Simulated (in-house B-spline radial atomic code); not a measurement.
**La⁵⁴⁺: one electron outside a closed core**

How much does correlation with the core 1s2 bind the valence electron of La⁵⁴⁺, and what spectrum follows?

Method: frozen-core Dirac-Hartree-Fock, second-order and screened correlation potential (Brueckner orbitals), static RPA core polarisation, Breit and QED for the lowest s, p, d states, no-pair Dirac-Coulomb. Code: an in-house B-spline radial atomic code, version 1.

## (1) What is computed

| Quantity | Value |
| --- | --- |
| element | lanthanum (Z = 57) |
| charge | +54 |
| core | 1s2 |
| nucleus | mass number 139, rms radius 4.855 fm |

## (2) The run

Settings of the run, as the program recorded them:

```ini
basis_form = 2
Z = 57
core_configuration = 1s2
rms_radius = 4.855
mass_number = 139
speed_of_light = 137.035999084
box_radius = 3.84
lmax = 6
intervals = 58
virtual_cutoff = 6498.0
```

The run is started by

```sh
$ python run_mb.py task.json out
```

The program writes no log. Results of the run, from its result record (rounded, main fields):

```text
status: converged
warnings: ["a state reaches the box edge"]
core_hf_energy [hartree]: -3364.81061591
lowest_core_excitation [hartree]: 1247.56
core_polarisability [au]: 7.23507e-07
core_quadrupole_polarisability [au]: 7.03176e-10
states:
  - {"name": "2s1/2", "dhf": -405.9888, "second_order": -0.006590623, "tail": -7.619e-06, "brueckner2": -405.9954, "screened": -405.9954, "overlap": 1.0, "breit": 0.24928, "qed": 0.27974, "r": 0.100788, "edge": 5e-16}
  - {"name": "3s1/2", "dhf": -177.3912, "second_order": -0.001944452, "tail": -1.723e-06, "brueckner2": -177.3931, "screened": -177.3931, "overlap": 1.0, "breit": 0.070082, "qed": 0.086002, "r": 0.231576, "edge": 1.8e-14}
  - {"name": "4s1/2", "dhf": -98.68663, "second_order": -0.0007723639, "tail": -6.513e-07, "brueckner2": -98.68741, "screened": -98.68741, "overlap": 1.0, "r": 0.416976, "edge": 2.7e-13}
  - {"name": "5s1/2", "dhf": -62.69188, "second_order": -0.0003842025, "tail": -3.159e-07, "brueckner2": -62.69227, "screened": -62.69227, "overlap": 1.0, "r": 0.65694, "edge": 5.9e-13}
  - {"name": "2p1/2", "dhf": -401.1963, "second_order": -0.01685691, "tail": -1.819e-05, "brueckner2": -401.2131, "screened": -401.2132, "overlap": 1.0, "breit": 0.49994, "qed": -0.00067063, "r": 0.0836663, "edge": 1.8e-16}
  - {"name": "3p1/2", "dhf": -176.0674, "second_order": -0.004264911, "tail": -2.607e-06, "brueckner2": -176.0717, "screened": -176.0717, "overlap": 1.0, "breit": 0.13641, "qed": 0.0025007, "r": 0.215062, "edge": 7.3e-15}
  - {"name": "4p1/2", "dhf": -98.14489, "second_order": -0.001651463, "tail": -8.464e-07, "brueckner2": -98.14655, "screened": -98.14655, "overlap": 1.0, "r": 0.401044, "edge": 1.6e-13}
  - {"name": "5p1/2", "dhf": -62.41922, "second_order": -0.0008127013, "tail": -3.837e-07, "brueckner2": -62.42003, "screened": -62.42003, "overlap": 1.0, "r": 0.641587, "edge": 4e-13}
  - {"name": "2p3/2", "dhf": -383.6034, "second_order": -0.01251971, "tail": -1.67e-05, "brueckner2": -383.616, "screened": -383.616, "overlap": 1.0, "breit": 0.19004, "qed": 0.029008, "r": 0.0889456, "edge": 1.6e-16}
  - {"name": "3p3/2", "dhf": -170.8435, "second_order": -0.003169218, "tail": -2.821e-06, "brueckner2": -170.8467, "screened": -170.8467, "overlap": 1.0, "breit": 0.052307, "qed": 0.01078, "r": 0.222481, "edge": 1.4e-14}
  - {"name": "4p3/2", "dhf": -95.9507, "second_order": -0.001229021, "tail": -9.697e-07, "brueckner2": -95.95193, "screened": -95.95193, "overlap": 1.0, "r": 0.410802, "edge": 1.8e-13}
  - {"name": "5p3/2", "dhf": -61.3007, "second_order": -0.0006061106, "tail": -4.512e-07, "brueckner2": -61.30131, "screened": -61.30131, "overlap": 1.0, "r": 0.653741, "edge": 3.9e-13}
  - {"name": "3d3/2", "dhf": -170.3827, "second_order": -0.001411358, "tail": -4.97e-06, "brueckner2": -170.3841, "screened": -170.3841, "overlap": 1.0, "breit": 0.0054862, "qed": -0.00086508, "r": 0.186767, "edge": 1.4e-15}
  - {"name": "4d3/2", "dhf": -95.75851, "second_order": -0.0006296865, "tail": -2.464e-06, "brueckner2": -95.75914, "screened": -95.75914, "overlap": 1.0, "breit": 0.0030233, "qed": -0.00025334, "r": 0.375294, "edge": 5.1e-14}
  - {"name": "5d3/2", "dhf": -61.20297, "second_order": -0.0003237391, "tail": -1.32e-06, "brueckner2": -61.2033, "screened": -61.2033, "overlap": 1.0, "r": 0.618445, "edge": 1.7e-13}
  - {"name": "6d3/2", "dhf": -42.44924, "second_order": -0.0001876424, "tail": -7.791e-07, "brueckner2": -42.44943, "screened": -42.44943, "overlap": 1.0, "r": 0.916173, "edge": 1.9e-12}
  - {"name": "3d5/2", "dhf": -168.8329, "second_order": -0.00126891, "tail": -4.068e-06, "brueckner2": -168.8341, "screened": -168.8341, "overlap": 1.0, "breit": 0.0017897, "qed": 0.0027489, "r": 0.189397, "edge": 1.8e-15}
  - {"name": "4d5/2", "dhf": -95.10214, "second_order": -0.0005631454, "tail": -2.035e-06, "brueckner2": -95.1027, "screened": -95.10271, "overlap": 1.0, "breit": 0.0009824, "qed": 0.0012712, "r": 0.378498, "edge": 5.4e-14}
  - {"name": "5d5/2", "dhf": -60.8667, "second_order": -0.0002890939, "tail": -1.096e-06, "brueckner2": -60.86699, "screened": -60.867, "overlap": 1.0, "r": 0.622317, "edge": 1.7e-13}
  - {"name": "6d5/2", "dhf": -42.2547, "second_order": -0.0001674923, "tail": -6.485e-07, "brueckner2": -42.25487, "screened": -42.25487, "overlap": 1.0, "r": 0.92075, "edge": 2.3e-12}
  - {"name": "4f5/2", "dhf": -95.0919, "second_order": -0.0001248227, "tail": -4.721e-07, "brueckner2": -95.09203, "screened": -95.09203, "overlap": 1.0, "r": 0.324012, "edge": 3.9e-15}
  - {"name": "5f5/2", "dhf": -60.86093, "second_order": -7.170054e-05, "tail": -3.533e-07, "brueckner2": -60.861, "screened": -60.861, "overlap": 1.0, "r": 0.567847, "edge": 3.2e-14}
  - {"name": "6f5/2", "dhf": -42.2512, "second_order": -4.339478e-05, "tail": -2.387e-07, "brueckner2": -42.25124, "screened": -42.25124, "overlap": 1.0, "r": 0.866296, "edge": 9.9e-13}
  - {"name": "7f5/2", "dhf": -31.02955, "second_order": -2.802682e-05, "tail": -1.633e-07, "brueckner2": -31.02958, "screened": -31.02958, "overlap": 1.0, "r": 1.21932, "edge": 4.6e-08}
  - {"name": "4f7/2", "dhf": -94.77052, "second_order": -0.0001193878, "tail": -4.052e-07, "brueckner2": -94.77064, "screened": -94.77064, "overlap": 1.0, "r": 0.325803, "edge": 4.2e-15}
  - {"name": "5f7/2", "dhf": -60.69606, "second_order": -6.824353e-05, "tail": -3.022e-07, "brueckner2": -60.69613, "screened": -60.69613, "overlap": 1.0, "r": 0.569893, "edge": 3.3e-14}
  - {"name": "6f7/2", "dhf": -42.15573, "second_order": -4.12181e-05, "tail": -2.039e-07, "brueckner2": -42.15577, "screened": -42.15577, "overlap": 1.0, "r": 0.868649, "edge": 1.1e-12}
  - {"name": "7f7/2", "dhf": -30.96942, "second_order": -2.659378e-05, "tail": -1.394e-07, "brueckner2": -30.96945, "screened": -30.96945, "overlap": 1.0, "r": 1.22201, "edge": 4.8e-08}
  - {"name": "5g7/2", "dhf": -60.69595, "second_order": -1.703119e-05, "tail": -1.775e-07, "brueckner2": -60.69597, "screened": -60.69597, "overlap": 1.0, "r": 0.497169, "edge": 1e-15}
  - {"name": "6g7/2", "dhf": -42.15565, "second_order": -1.100959e-05, "tail": -1.448e-07, "brueckner2": -42.15566, "screened": -42.15566, "overlap": 1.0, "r": 0.795925, "edge": 3.2e-13}
  - {"name": "7g7/2", "dhf": -30.96937, "second_order": -7.316858e-06, "tail": -1.069e-07, "brueckner2": -30.96938, "screened": -30.96938, "overlap": 1.0, "r": 1.14928, "edge": 1.9e-08}
  - {"name": "5g9/2", "dhf": -60.59777, "second_order": -1.670704e-05, "tail": -1.692e-07, "brueckner2": -60.59779, "screened": -60.59779, "overlap": 1.0, "r": 0.498533, "edge": 1.1e-15}
  - {"name": "6g9/2", "dhf": -42.09877, "second_order": -1.077379e-05, "tail": -1.373e-07, "brueckner2": -42.09878, "screened": -42.09878, "overlap": 1.0, "r": 0.79743, "edge": 3.3e-13}
  - {"name": "7g9/2", "dhf": -30.93353, "second_order": -7.151633e-06, "tail": -1.011e-07, "brueckner2": -30.93354, "screened": -30.93354, "overlap": 1.0, "r": 1.15096, "edge": 1.9e-08}
```

It took 7.9 s on 1 thread, shared host.

Fields of a state (hartree, bohr): dhf, the second-order shift, its tail beyond lmax, Brueckner energies at second order and screened, overlap with the DHF orbital, Breit and QED shifts, mean radii, and edge, the weight near the box wall.

2 further states of the record are not shown: above the first core excitation the self-energy has poles, and states at the box wall or far from their DHF orbital are unsound.

## (3) The levels

Energy to remove the valence electron (eV); shifts add to DHF.

```csv
state,DHF,"Brueckner, 2nd order",screened,Breit + QED,final,quantum defect
2s1/2,11047.518,0.180,0.181,-14.395,11033.303,0.069
2p1/2,10917.107,0.459,0.460,-13.586,10903.982,0.057
2p3/2,10438.381,0.341,0.342,-5.961,10432.763,0.014
3s1/2,4827.059,0.053,0.053,-4.247,4822.865,0.079
3p1/2,4791.039,0.116,0.116,-3.780,4787.375,0.068
3p3/2,4648.889,0.086,0.087,-1.717,4647.259,0.024
3d3/2,4636.349,0.039,0.039,-0.126,4636.262,0.021
3d5/2,4594.176,0.035,0.035,-0.124,4594.088,0.007
4s1/2,2685.400,0.021,0.021,-,2685.421,0.085
4p1/2,2670.659,0.045,0.045,-,2670.704,0.074
4p3/2,2610.951,0.033,0.034,-,2610.985,0.030
4d3/2,2605.722,0.017,0.017,-0.075,2605.664,0.026
4d5/2,2587.861,0.015,0.016,-0.061,2587.815,0.012
4f5/2,2587.583,0.003,0.003,-,2587.586,0.012
4f7/2,2578.837,0.003,0.003,-,2578.840,0.005
5s1/2,1705.933,0.010,0.011,-,1705.944,0.088
5p1/2,1698.513,0.022,0.022,-,1698.536,0.078
5p3/2,1668.077,0.017,0.017,-,1668.094,0.033
5d3/2,1665.418,0.009,0.009,-,1665.427,0.029
5d5/2,1656.267,0.008,0.008,-,1656.275,0.015
5f5/2,1656.110,0.002,0.002,-,1656.112,0.015
5f7/2,1651.624,0.002,0.002,-,1651.626,0.008
5g7/2,1651.621,0.000,0.000,-,1651.621,0.008
5g9/2,1648.949,0.000,0.000,-,1648.950,0.004
6d3/2,1155.103,0.005,0.005,-,1155.108,0.031
6d5/2,1149.809,0.005,0.005,-,1149.814,0.017
6f5/2,1149.714,0.001,0.001,-,1149.715,0.017
6f7/2,1147.116,0.001,0.001,-,1147.117,0.010
6g7/2,1147.114,0.000,0.000,-,1147.114,0.010
6g9/2,1145.566,0.000,0.000,-,1145.566,0.006
7f5/2,844.357,0.001,0.001,-,844.358,0.018
7f7/2,842.721,0.001,0.001,-,842.722,0.012
7g7/2,842.720,0.000,0.000,-,842.720,0.012
7g9/2,841.744,0.000,0.000,-,841.745,0.007
```

Doublet splittings in cm⁻¹:

```csv
doublet,DHF,"final (correlation, and Breit and QED where computed)"
2p,3861186,3800637
3p,1146517,1130116
3d,340143,340157
4p,481571,481663
4d,144057,143958
4f,70536,70537
5p,245486,245532
5d,73802,73810
5f,36185,36185
5g,21548,21548
6d,42697,42701
6f,20953,20954
6g,12484,12484
7f,13196,13197
7g,7865,7866
```

## (4) Matrix elements and lines

From the result record:

```text
matrix_elements:
  - [1, "2p1/2", "2s1/2", 0.071265, 0.071191, 0.071188]
  - [1, "2p1/2", "3s1/2", -0.014304, -0.014332, -0.014329]
  - [1, "2p1/2", "4s1/2", -0.0057776, -0.0057937, -0.0057929]
  - [1, "2p1/2", "5s1/2", -0.0034368, -0.0034478, -0.0034474]
  - [1, "3p1/2", "2s1/2", -0.042054, -0.042069, -0.042071]
  - [1, "3p1/2", "3s1/2", 0.1789, 0.17888, 0.17887]
  - [1, "3p1/2", "4s1/2", -0.037027, -0.037038, -0.037033]
  - [1, "3p1/2", "5s1/2", -0.014563, -0.01457, -0.014569]
  - [1, "4p1/2", "2s1/2", -0.017661, -0.017668, -0.017668]
  - [1, "4p1/2", "3s1/2", -0.075544, -0.075552, -0.075556]
  - [1, "4p1/2", "4s1/2", 0.33082, 0.33081, 0.33081]
  - [1, "4p1/2", "5s1/2", -0.069826, -0.069832, -0.069825]
  - [1, "5p1/2", "2s1/2", -0.010651, -0.010655, -0.010655]
  - [1, "5p1/2", "3s1/2", -0.031541, -0.031546, -0.031547]
  - [1, "5p1/2", "4s1/2", -0.11807, -0.11808, -0.11808]
  - [1, "5p1/2", "5s1/2", 0.52722, 0.52721, 0.52721]
  - [1, "2p3/2", "2s1/2", -0.10523, -0.10513, -0.10513]
  - [1, "2p3/2", "3s1/2", 0.02612, 0.026154, 0.026152]
  - [1, "2p3/2", "4s1/2", 0.01006, 0.010079, 0.010079]
  - [1, "2p3/2", "5s1/2", 0.0058978, 0.0059113, 0.0059109]
  - [1, "3p3/2", "2s1/2", 0.052905, 0.052925, 0.052927]
  - [1, "3p3/2", "3s1/2", -0.25963, -0.2596, -0.2596]
  - [1, "3p3/2", "4s1/2", 0.066284, 0.066298, 0.066294]
  - [1, "3p3/2", "5s1/2", 0.024853, 0.024862, 0.024861]
  - [1, "4p3/2", "2s1/2", 0.023537, 0.023547, 0.023547]
  - [1, "4p3/2", "3s1/2", 0.091935, 0.091946, 0.091949]
  - [1, "4p3/2", "4s1/2", -0.47637, -0.47635, -0.47635]
  - [1, "4p3/2", "5s1/2", 0.12345, 0.12345, 0.12345]
  - [1, "5p3/2", "2s1/2", 0.014479, 0.014485, 0.014485]
  - [1, "5p3/2", "3s1/2", 0.04067, 0.040677, 0.040678]
  - [1, "5p3/2", "4s1/2", 0.14131, 0.14131, 0.14132]
  - [1, "5p3/2", "5s1/2", -0.75575, -0.75575, -0.75574]
  - [1, "3d3/2", "2p1/2", 0.090175, 0.09013, 0.090125]
  - [1, "3d3/2", "3p1/2", -0.20863, -0.20862, -0.20861]
  - [1, "3d3/2", "4p1/2", 0.036297, 0.0363, 0.036304]
  - [1, "3d3/2", "5p1/2", 0.012941, 0.012944, 0.012945]
  - [1, "4d3/2", "2p1/2", 0.034258, 0.034229, 0.034228]
  - [1, "4d3/2", "3p1/2", 0.13836, 0.13835, 0.13834]
  - [1, "4d3/2", "4p1/2", -0.43153, -0.43153, -0.43153]
  - [1, "4d3/2", "5p1/2", 0.08284, 0.082842, 0.082849]
  - [1, "5d3/2", "2p1/2", 0.019866, 0.019846, 0.019846]
  - [1, "5d3/2", "3p1/2", 0.057766, 0.057761, 0.057759]
  - [1, "5d3/2", "4p1/2", 0.19753, 0.19753, 0.19752]
  - [1, "5d3/2", "5p1/2", -0.71439, -0.71439, -0.71439]
  - [1, "6d3/2", "2p1/2", 0.013585, 0.01357, 0.01357]
  - [1, "6d3/2", "3p1/2", 0.034612, 0.034608, 0.034607]
  - [1, "6d3/2", "4p1/2", 0.083771, 0.08377, 0.083767]
  - [1, "6d3/2", "5p1/2", 0.2676, 0.2676, 0.26758]
  - [1, "3d3/2", "2p3/2", -0.043273, -0.043254, -0.043252]
  - [1, "3d3/2", "3p3/2", 0.092507, 0.092504, 0.092503]
  - [1, "3d3/2", "4p3/2", -0.012565, -0.012567, -0.012568]
  - [1, "3d3/2", "5p3/2", -0.0046578, -0.0046588, -0.004659]
  - [1, "4d3/2", "2p3/2", -0.015388, -0.015376, -0.015376]
  - [1, "4d3/2", "3p3/2", -0.069474, -0.069472, -0.069469]
  - [1, "4d3/2", "4p3/2", 0.19195, 0.19195, 0.19195]
  - [1, "4d3/2", "5p3/2", -0.029128, -0.029129, -0.02913]
  - [1, "5d3/2", "2p3/2", -0.0087176, -0.0087091, -0.008709]
  - [1, "5d3/2", "3p3/2", -0.0272, -0.027197, -0.027197]
  - [1, "5d3/2", "4p3/2", -0.1015, -0.1015, -0.10149]
  - [1, "5d3/2", "5p3/2", 0.31833, 0.31833, 0.31833]
  - "... 313 more rows left out ..."
```

Each row: multipole K, the two states, and the reduced element at DHF, with RPA, and with Brueckner orbitals and RPA (atomic units); rows between the states shown.

E1 lines, lowest lower state first:

```csv
upper,lower,wavelength (nm),rate (1/s),oscillator strength
2p1/2,2s1/2,9.5873,5.83e+09,0.00803
2p3/2,2s1/2,2.0645,6.36e+11,0.0813
3p1/2,2s1/2,0.19850,2.29e+14,0.135
3p3/2,2s1/2,0.19415,1.94e+14,0.219
4p1/2,2s1/2,0.14826,9.70e+13,0.0320
4p3/2,2s1/2,0.14721,8.80e+13,0.0572
5p1/2,2s1/2,0.13282,4.91e+13,0.0130
5p3/2,2s1/2,0.13239,4.58e+13,0.0241
3s1/2,2p1/2,0.20388,2.45e+13,0.0153
3d3/2,2p1/2,0.19781,5.32e+14,0.624
4s1/2,2p1/2,0.15086,9.90e+12,0.00338
4d3/2,2p1/2,0.14941,1.78e+14,0.119
5s1/2,2p1/2,0.13479,4.92e+12,0.00134
5d3/2,2p1/2,0.13420,8.25e+13,0.0446
6d3/2,2p1/2,0.12718,4.53e+13,0.0220
3s1/2,2p3/2,0.22101,6.42e+13,0.0235
```

## (5) Hyperfine structure

From the fields A (MHz per unit nuclear g-factor, uniformly magnetised nucleus), B (MHz per barn) and alpha0 of the same record:

```csv
state,"A, DHF","A, RPA","A, Brueckner + RPA","B, final",α0 (bohr³)
2s1/2,8047580,8151880,8152380,-,0.0005276
2p1/2,2606450,2630680,2631020,-,-0.0003376
2p3/2,380104,361751,361783,731501,-6.326e-05
3s1/2,2367310,2395410,2395530,-,-
3p1/2,783397,788829,788888,-,-
3p3/2,114901,110744,110750,224281,-
3d3/2,67101,67366,67369,43762,-0.004164
3d5/2,27456,27197,27198,56562,-0.004168
4s1/2,988483,999884,999925,-,-
4p1/2,329788,331867,331887,-,-
4p3/2,48652,47060,47062,95435,-
4d3/2,28522,28660,28662,18949,-
4d5/2,11686,11549,11550,24216,-
4f5/2,8317,8319,8319,8610,-0.1774
```

## (6) Outcome

| quantity | value |
| --- | --- |
| lowest one-electron state over this core | 2s1/2 |
| its removal energy | 11033 eV (DHF 11048 eV) |
| next one-electron state | 2p1/2 at 129.3 eV |
| strongest of the lines computed from the lowest state (states outside the list are missing) | 3p3/2, 0.1941 nm, f = 0.219 |
| polarisability of the lowest state | 0.0005276 bohr³ |
| core polarisability | 7.235e-07 bohr³ |
| tabulated theoretical ionisation energy | 11033 eV (NIST Atomic Spectra Database, ionization energies) |

In words: Correlation with the core binds 2s1/2 more tightly by 0.0016 % of its DHF energy; screening changes the second-order Brueckner shift by +0.65 %. The quantum defects of the lowest states are s 0.07, p 0.06, d 0.02, f 0.01, g 0.01; at this charge relativity makes much of them, since the formula is non-relativistic. The tabulated theoretical ionisation energy, 11033 eV, is missed by -0.00088 % at the final rung.
